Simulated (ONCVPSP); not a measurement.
# Pt: generating and testing an ONCV potential

Aim: build the potential from the settings below, then test how well it stands in for the atom: other configurations, scattering, ghost states and the plane-wave cutoff that it needs.

Method: ONCVPSP 4.0.1.1 (patched build), PBE, scalar-relativistic.

## (1) Starting point

Typed settings, in words:

| Property | Result |
| --- | --- |
| element | platinum (Pt, Z = 78) |
| type | optimised norm-conserving Vanderbilt (ONCV) |
| frozen core | [Kr] 4d10 |
| valence charge | 32 |
| reference configuration | 4f14 5s2 5p6 5d9 6s1 |
| partial waves | 5s+6s: rc 1.65 bohr, ncon 3, nbas 6, qcut 6.5 1/bohr, 3 projectors, debl 1.2 Ha; 5p: rc 1.05 bohr, ncon 4, nbas 9, qcut 8.1 1/bohr, 2 projectors, debl 1.2 Ha; 5d: rc 1.95 bohr, ncon 4, nbas 8, qcut 8.9 1/bohr, 1 projector; 4f: rc 1.00 bohr, ncon 4, nbas 9, qcut 15 1/bohr, 2 projectors, debl 2.4 Ha |
| local potential | polynomial inside 0.75 bohr (lpopt 5, dvloc0 0 Ha) |
| core correction | not asked for |

The outer shells as boxes (Hund's rule for the drawing; the calculation is spin-unpolarised):

```
[Kr] core
4d [↑↓][↑↓][↑↓][↑↓][↑↓]
4f [↑↓][↑↓][↑↓][↑↓][↑↓][↑↓][↑↓]
5s [↑↓]
5p [↑↓][↑↓][↑↓]
5d [↑↓][↑↓][↑↓][↑↓][↑ ]
6s [↑ ]
```

## (2) Generating the potential

Input file Pt.dat:

```
# ATOM AND REFERENCE CONFIGURATION
# atsym  z   nc   nv     iexc    psfile
  Pt 78.00    9    5        4      upf
#
#   n    l    f
    1    0    2.00
    2    0    2.00
    2    1    6.00
    3    0    2.00
    3    1    6.00
    3    2   10.00
    4    0    2.00
    4    1    6.00
    4    2   10.00
    4    3   14.00
    5    0    2.00
    5    1    6.00
    5    2    9.00
    6    0    1.00
#
# PSEUDOPOTENTIAL AND OPTIMIZATION
# lmax
    3
#
#   l,   rc,      ep,       ncon, nbas, qcut
    0    1.65    0.00    3    6    6.50
    1    1.05    0.00    4    9    8.10
    2    1.95    0.00    4    8    8.90
    3    1.00    0.00    4    9   15.00
#
# LOCAL POTENTIAL
# lloc, lpopt,  rc(5),   dvloc0
    4    5    0.75    0.00
#
# VANDERBILT-KLEINMAN-BYLANDER PROJECTORs
# l, nproj, debl
    0    3    1.20
    1    2    1.20
    2    1    0.40
    3    2    2.40
#
# MODEL CORE CHARGE
# icmod, fcfact, rcfact
    0    0.00    0.00
#
# LOG DERIVATIVE ANALYSIS
# epsh1, epsh2, depsh
   -5.00    5.00    0.04
#
# OUTPUT GRID
# rlmax, drl
    6.00    0.01
#
# TEST CONFIGURATIONS
# ncnf
    4
# nvcnf
#   n    l    f
    5
    4    3   14.00
    5    0    2.00
    5    1    6.00
    5    2    9.00
    6    0    0.00
#
    5
    4    3   14.00
    5    0    2.00
    5    1    6.00
    5    2    8.00
    6    0    0.00
#
    5
    4    3   14.00
    5    0    2.00
    5    1    6.00
    5    2    7.00
    6    0    0.00
#
    5
    4    3   14.00
    5    0    2.00
    5    1    5.00
    5    2    9.00
    6    0    1.00
#
```

Started as:

```console
$ oncvpsp.x < Pt.dat > Pt.out
```

Q: Predict the outcome of this session. Wanted: cutoffs for 1 and 0.1 mHa per electron, occupied waves; bound ghosts; GHOST(+) flags; largest test error; largest phase difference near zero energy, channels read; projector energies reset by the program.

**Answer**, as computed:

| quantity | value |
| --- | --- |
| cutoffs for 1 and 0.1 mHa per electron, occupied waves | 143 Ha and 351 Ha |
| bound ghosts | s at -146.21 eV |
| GHOST(+) flags | p at 116 eV |
| largest test error (AE − PS) | -42 meV, for 4f14 5s2 5p5 5d9 6s1 |
| largest phase difference near zero energy, channels read | 0.002 rad |
| projector energies reset by the program | p: -2.059, 0.250 Ha; f: -2.575, 0.250 Ha |

It has a bound ghost (s), a state that the atom doesn't have, and that rules the file out. The worst unpolarised test, 4f14 5s2 5p5 5d9 6s1, is off by 42 meV on 62.2 eV; by total energies transferability rates as fair. That test lies far up in energy; among those under 40 eV, nearer to bonding, the largest error is 6.3 meV. The potential is very hard: the looser tolerance needs 143 Ha. At the looser tolerance the 4f wave is the slowest; 5p needs 71 Ha. Near zero energy the phases of the channels with partial waves agree within 0.002 rad. The program also flags highly localised states, GHOST(+) (p). All of this concerns the isolated atom, not yet a solid.
